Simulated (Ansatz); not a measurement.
# wB97X/def2-SVP (core potential) run of InClF2 (SMILES [F][In]([F])[Cl])

Aim: the electronic atomisation energy of InClF2 at wB97X/def2-SVP (core potential), from 4 runs. 

The results are computed with Ansatz 0.2.0.

54 further runs of the same task are left out: 3 that didn't finish, 51 set aside as unsound or not needed.

### 1 Starting point

InClF2: 4 atoms, total charge 0, spin state singlet. SMILES: `[F][In]([F])[Cl]`. Geometry: relaxed at PBE0-D4/def2-TZVP.

Bond lengths: F1–In2 1.923 Å, In2–F3 1.923 Å, In2–Cl4 2.277 Å. Angles: F1–In2–F3 114.8°, F1–In2–Cl4 122.6°, F3–In2–Cl4 122.6°.

### 2 A single-point energy at wB97X/def2-SVP (core potential)

molecule.yaml reads:

```yaml
crystal:
  periodic: [false, false, false]
  atoms:
    - {symbol: F, position_ang: [0.588200, 0.614600, 1.749600]}
    - {symbol: In, position_ang: [0.046700, -0.040500, 0.025100]}
    - {symbol: F, position_ang: [0.831500, -1.720700, -0.482100]}
    - {symbol: Cl, position_ang: [-1.410900, 1.086300, -1.312800]}
basis:
  gaussian: {orbitals: def2-SVP}
hamiltonian: {xc: {name: wB97X}}
accuracy: high
output: {orbitals: {seedname: orbitals}}
```

Command:

```bash
ansatz run molecule.yaml --threads 1 --pin off --max-ram 3480MiB --events-out events.jsonl --progress --plain --runs-dir runs
```

What it wrote:

```text
Warning: RAYON_NUM_THREADS=1 ignored (pool sized by the plan → 1); use --threads N
Functional definition: wB97X
  name "wB97X"
  parameter omega = 0.3/bohr
  parameter cx = 0.157706
  parameter cx1 = 0.726479
  parameter cx2 = 1.04760
  parameter cx3 = -5.70635
  parameter cx4 = 13.2794
  parameter css1 = -4.33879
  parameter css2 = 18.2308
  parameter css3 = -31.7430
  parameter css4 = 17.2901
  parameter cos1 = 2.37031
  parameter cos2 = -11.3995
  parameter cos3 = 6.58405
  parameter cos4 = -3.78132
  exchange = spin_sum(e_x_unif_sr(omega)*poly(b97_u_x, 1 - cx, cx1, cx2, cx3, cx4)) + cx*exact_x_sr(omega)
      + exact_x_lr(omega)
  correlation = spin_sum(e_c_pw_same_spin*poly(b97_u_same, 1, css1, css2, css3, css4))
      + integral(e_c_pw_opposite_spin*poly(b97_u_opposite, 1, cos1, cos2, cos3, cos4))
1486 factors; integrals over basis functions are off by at most 3.0e-9 eV
307 factors; integrals over basis functions are off by at most 1.2e-9 eV
mean field evaluation 1: about -23119.2790 eV, gradient 5.1e1 eV
mean field evaluation 2: about -23116.7851 eV, gradient 7.0e1 eV
mean field evaluation 4: about -23124.0894 eV, gradient 1.2e0 eV
mean field evaluation 8: about -23124.1272 eV, gradient 4.2e-2 eV
mean field evaluation 16: about -23124.1272 eV, gradient 1.9e-4 eV
mean field -23124.12717552 eV, -849.7959996041 hartree, gradient 3.8e-8 eV, S^2 0.000000; 0 other end points of the search recorded, 0 dependent functions left out
reference -23124.12717162 eV, -849.7959994607 hartree; 28, 28 occupied and 44, 44 virtual orbitals, 1486 factors
Total energy: -23124.12717162 eV, -849.7959994607 hartree
```

It took 18 s on 1 thread of Arm Neoverse V2, shared host; peak memory 0.41 GiB.

### 3 The Cl atom

run.yaml reads:

```yaml
crystal:
  periodic: [false, false, false]
  atoms:
    - symbol: Cl
      position_ang: [0.000000, 0.000000, 0.000000]
basis:
  gaussian:
    orbitals: def2-SVP
accuracy: high
magnetization:
  spin_polarized: true
  initial_magnetization: 1
hamiltonian:
  xc: {name: wB97X}
```

Run the same way, it converges to -459.99022 Eh (log not shown).

### 4 The F atom at the same level

run.yaml reads:

```yaml
crystal:
  periodic: [false, false, false]
  atoms:
    - {symbol: F, position_ang: [0.000000, 0.000000, 0.000000]}
basis:
  gaussian: {orbitals: def2-SVP}
magnetization: {spin_polarized: true, initial_magnetization: 1}
hamiltonian: {xc: {name: wB97X}}
accuracy: high
```

Command:

```bash
ansatz run run.yaml --threads 1 --pin off --max-ram 3480MiB --events-out events.jsonl --progress --plain --runs-dir runs
```

What it wrote, cut to the lines that bear on the results:

```text
Warning: RAYON_NUM_THREADS=1 ignored (pool sized by the plan → 1); use --threads N
[... 2 set-up lines as earlier in the session ...]
[...]
      + exact_x_lr(omega)
[...]
      + integral(e_c_pw_opposite_spin*poly(b97_u_opposite, 1, cos1, cos2, cos3, cos4))
95 factors; integrals over basis functions are off by at most 1.3e-9 eV
51 factors; integrals over basis functions are off by at most 4.2e-10 eV
[...]
mean field -2710.76667218 eV, -99.6188377789 hartree, gradient 1.5e-8 eV, S^2 0.751191; 0 other end points of the search recorded, 0 dependent functions left out
reference -2710.76667182 eV, -99.6188377657 hartree; 5, 4 occupied and 9, 10 virtual orbitals, 95 factors
Total energy: -2710.76667182 eV, -99.6188377657 hartree
```

It took 1.2 s on 1 thread of Arm Neoverse V2, shared host; peak memory 0.13 GiB.

### 5 The In atom at the same level

run.yaml reads:

```yaml
crystal:
  periodic: [false, false, false]
  atoms:
    - {symbol: In, position_ang: [0.000000, 0.000000, 0.000000]}
basis:
  gaussian:
    orbitals: def2-SVP
magnetization:
  spin_polarized: true
  initial_magnetization: 1
hamiltonian:
  xc: {name: wB97X}
accuracy: high
```

Command:

```bash
ansatz run run.yaml --threads 1 --pin off --max-ram 3480MiB --events-out events.jsonl --progress --plain --runs-dir runs
```

What it wrote, cut to the lines that bear on the results:

```text
Warning: RAYON_NUM_THREADS=1 ignored (pool sized by the plan → 1); use --threads N
[... 2 set-up lines as earlier in the session ...]
[...]
      + exact_x_lr(omega)
[...]
      + integral(e_c_pw_opposite_spin*poly(b97_u_opposite, 1, cos1, cos2, cos3, cos4))
230 factors; integrals over basis functions are off by at most 1.2e-9 eV
102 factors; integrals over basis functions are off by at most 7.1e-10 eV
[...]
mean field -5173.95830582 eV, -190.1394607040 hartree, gradient 8.6e-9 eV, S^2 0.751574; 0 other end points of the search recorded, 0 dependent functions left out
reference -5173.95830569 eV, -190.1394606993 hartree; 11, 10 occupied and 15, 16 virtual orbitals, 230 factors
Total energy: -5173.95830569 eV, -190.1394606993 hartree
```

Wall time 6.6 s (1 thread of Arm Neoverse V2, shared host); peak memory 0.29 GiB.

### 6 Results

At wB97X/def2-SVP (core potential):

| quantity | value |
| --- | --- |
| molecule: total energy | -849.79600 Eh |
| molecule: HOMO energy | -12.16 eV |
| molecule: LUMO energy | -0.88 eV |
| molecule: HOMO–LUMO gap | 11.28 eV |
| Cl atom: total energy | -459.99022 Eh |
| Cl atom: ⟨S²⟩ | 0.752 |
| F atom: total energy | -99.61884 Eh |
| F atom: ⟨S²⟩ | 0.751 |
| In atom: total energy | -190.13946 Eh |
| In atom: ⟨S²⟩ | 0.752 |
| electronic atomisation energy | 11.664 eV |

What this shows: Taking the molecule apart into free atoms costs 11.66 eV (269 kcal/mol), before zero-point energy and without spin-orbit coupling.
